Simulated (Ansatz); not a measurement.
I need a rigid scan of one bond length of CH4OSSi, SMILES S[SiH]1CO1. Use Ansatz 0.2.0, Python API. Settings (for the species named): PBE, cc-pVDZ basis, multiplicity 1.

```xyz
8

S    -1.8355    0.4858   -1.0354
Si    0.0883    0.7018   -0.3153
C     0.8872   -0.8681    0.1257
O     0.2111   -0.1543    1.0896
H    -2.4483    0.3045    0.1297
H     0.6136    2.0697    0.0036
H     0.5417   -1.7730   -0.2853
H     2.0340   -0.8235    0.2317
```

`scan.py`:
```python
"""Stretching a bond of CH4OSSi, the rest held rigid."""

import ansatz
import numpy as np

GEOMETRY = """
S    -1.83550    0.48580   -1.03540
Si    0.08830    0.70180   -0.31530
C     0.88720   -0.86810    0.12570
O     0.21110   -0.15430    1.08960
H    -2.44830    0.30450    0.12970
H     0.61360    2.06970    0.00360
H     0.54170   -1.77300   -0.28530
H     2.03400   -0.82350    0.23170
"""

geometry = ansatz.Crystal.molecule()
for line in GEOMETRY.strip().splitlines():
    symbol, *xyz = line.split()
    geometry = geometry.atom(symbol, [float(v) for v in xyz])

symbols = [site.symbol for site in geometry.cartesian_sites]
start = np.array([site.position_ang for site in geometry.cartesian_sites])
axis = (start[0] - start[1]) / np.linalg.norm(start[0] - start[1])
moving = [0, 4]
lengths, energies = [1.818, 1.9, 1.983, 2.065, 2.148, 2.231, 2.313, 2.437], []
for length in lengths:
    xyz = start.copy()
    xyz[moving] += (length - np.linalg.norm(start[0] - start[1])) * axis
    point = ansatz.Crystal.molecule()
    for symbol, place in zip(symbols, xyz):
        point = point.atom(symbol, place.tolist())
    base = (
        point.calculation()
        .basis(gaussian="cc-pVDZ")
        .functional("pbe")
    )
    data = base.run(threads=1).report
    energies.append(data["free_energy_ev"])
    print(f"r = {length:6.3f} A  E = {energies[-1]:.5f} eV  <S^2> = {abs(data['mean_field']['state']['spin_squared']):.3f}")

# quartic fit about the minimum
fit = np.polynomial.Polynomial.fit(lengths, np.array(energies) - min(energies), 4).convert()
roots = [r.real for r in fit.deriv().roots() if abs(r.imag) < 1e-9 and fit.deriv(2)(r.real) > 0]
r_e = min(roots, key=lambda r: abs(r - lengths[int(np.argmin(energies))]))
print(f"minimum of the fit at {r_e:.4f} A, force constant {fit.deriv(2)(r_e):.2f} eV/A^2")
```

Running `python scan.py` prints:
```text
r =  1.818 A  E = -21847.78567 eV  <S^2> = 0.000
r =  1.900 A  E = -21848.52129 eV  <S^2> = 0.000
r =  1.983 A  E = -21848.97204 eV  <S^2> = 0.000
r =  2.065 A  E = -21849.20842 eV  <S^2> = 0.000
r =  2.148 A  E = -21849.29695 eV  <S^2> = 0.000
r =  2.231 A  E = -21849.27858 eV  <S^2> = 0.000
r =  2.313 A  E = -21849.18758 eV  <S^2> = 0.000
r =  2.437 A  E = -21848.96241 eV  <S^2> = 0.000
minimum of the fit at 2.1708 A, force constant 13.57 eV/A^2
```

Total energies depend on the basis set; only differences at equal settings carry meaning. The rest of the molecule is held rigid at a force-field or estimated start geometry, and the basis set is modest; single-reference methods fail as a bond breaks. The orbitals are restricted, so S² is zero by construction. Toward dissociation an unrestricted state can lie under the restricted one, by tenths of an eV for polar bonds under a functional and by 1 to 2 eV or more for others. Wall time of the script: 15 s on 1 thread of Arm Neoverse V2, on a shared host, peak memory 0.19 GiB.
